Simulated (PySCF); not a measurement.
# BCl2F (SMILES FB(Cl)Cl): CCSD(T)/STO-6G

What is the vertical singlet–triplet gap of BCl2F at CCSD(T)/STO-6G? Input form: a Python script.

The results are computed with PySCF 2.14.0.

4 further runs of the same task are left out: 4 set aside as unsound or not needed.

### Step 1. The molecule

BCl2F has 4 atoms, charge 0, and is taken as a singlet. As SMILES, `FB(Cl)Cl`. Geometry: relaxed at GFN2-xTB.

Bond lengths: B1–Cl2 1.712 Å, B1–Cl3 1.712 Å, B1–F4 1.323 Å. Angles: Cl2–B1–Cl3 123.6°, Cl2–B1–F4 118.2°, Cl3–B1–F4 118.2°.

### Step 2. The energy at CCSD(T)/STO-6G

job.py

```python
from pyscf import gto, cc

mol = gto.Mole()
mol.atom = '''
B     -0.071583    -0.119450    -0.000907
Cl     3.158809    -0.277109     0.025984
Cl    -1.727644     2.659090    -0.032106
F     -1.359582    -2.262531     0.007030
'''
mol.max_memory = 1860
mol.charge = 0
mol.spin = 0
mol.verbose = 3
mol.unit = 'bohr'
mol.basis = 'sto-6g'
mol.build()

mf = mol.RHF()
mf.conv_tol = 1e-10
mf.kernel()
if not mf.converged:
    mf = mf.newton().run(mf.mo_coeff, mf.mo_occ)

mycc = cc.CCSD(mf, frozen=12)
mycc.kernel()
e_t = mycc.ccsd_t()
etot = mycc.e_tot + e_t
print(f'total energy: {etot:.8f} hartree')
```

Launch:

```sh
OMP_NUM_THREADS=1 python job.py
```

The log of the run:

```text
converged SCF energy = -1039.6979912719
E(CCSD) = -1039.785314138289  E_corr = -0.08732286638490586
CCSD(T) correction = -0.00589370216370079
total energy: -1039.79120784 hartree
```

It took 1.3 s on 1 thread of Intel Xeon Platinum 8488C (Sapphire Rapids), shared host; peak memory 0.12 GiB.

### Step 3. The triplet

run.py

```python
from pyscf import gto, cc

system = gto.Mole()
system.atom = 'B -0.037880 -0.063210 -0.000480; Cl 1.671570 -0.146640 0.013750; Cl -0.914230 1.407130 -0.016990; F -0.719460 -1.197280 0.003720'
system.verbose = 3
system.spin = 2
system.max_memory = 1860
system.basis = 'sto-6g'
system.build()

myscf = system.UHF()
myscf.conv_tol = 1e-10
myscf.kernel()
if not myscf.converged:
    myscf = myscf.newton().run(myscf.mo_coeff, myscf.mo_occ)

mycc = cc.CCSD(myscf, frozen=12)
mycc.kernel()
e_t = mycc.ccsd_t()
energy = mycc.e_tot + e_t
print('E = %.10f Eh' % energy)
```

Launch:

```sh
OMP_NUM_THREADS=1 python run.py
```

The log of the run:

```text
WARN: HOMO 0.155177120394932 >= LUMO -0.486326770694896

WARN: HOMO -0.135127157047222 >= LUMO -0.154137788247934

converged SCF energy = -1039.3896265094  <S^2> = 2.0116543  2S+1 = 3.0077595
E(UCCSD) = -1039.466334398825  E_corr = -0.07670788942712728
UCCSD(T) correction = -0.00332707453504375
E = -1039.4696614734 Eh
```

Wall time 1.6 s (1 thread of Intel Xeon Platinum 8488C (Sapphire Rapids), shared host); peak memory 0.12 GiB.

### Step 4. Outcome

Level: CCSD(T)/STO-6G, 12 core orbitals frozen.

| quantity | value |
| --- | --- |
| singlet: total energy | -1039.79121 Eh |
| singlet: dipole moment (Hartree–Fock density) | 0.93 D |
| singlet: HOMO energy (Hartree–Fock orbitals) | -11.67 eV |
| singlet: LUMO energy (Hartree–Fock orbitals) | 5.67 eV |
| singlet: HOMO–LUMO gap (Hartree–Fock orbitals) | 17.34 eV |
| singlet: correlation energy (12 core orbitals frozen) | -93.2 mEh |
| singlet: (T) correction | -5.89 mEh |
| singlet: T1 diagnostic | 0.014 |
| triplet: total energy | -1039.46966 Eh |
| triplet: dipole moment (Hartree–Fock density) | 1.63 D |
| triplet: HOMO energy (Hartree–Fock orbitals) (highest over α and β) | -3.83 eV |
| triplet: LUMO energy (Hartree–Fock orbitals) (lowest over α and β) | -3.47 eV |
| triplet: correlation energy (12 core orbitals frozen) | -80.0 mEh |
| triplet: (T) correction | -3.33 mEh |
| triplet: ⟨S²⟩ of the reference determinant | 2.012 |
| triplet: T1 diagnostic | 0.028 |
| vertical energy of the triplet above the singlet | 8.750 eV |

In words: At this shape the triplet lies 8.75 eV (202 kcal/mol) above the singlet. In a minimal basis such a difference can be off by several eV, whatever the method. The triples (singlet) make up 6.3 % of the correlation energy. The triples (triplet) make up 4.2 % of the correlation energy.
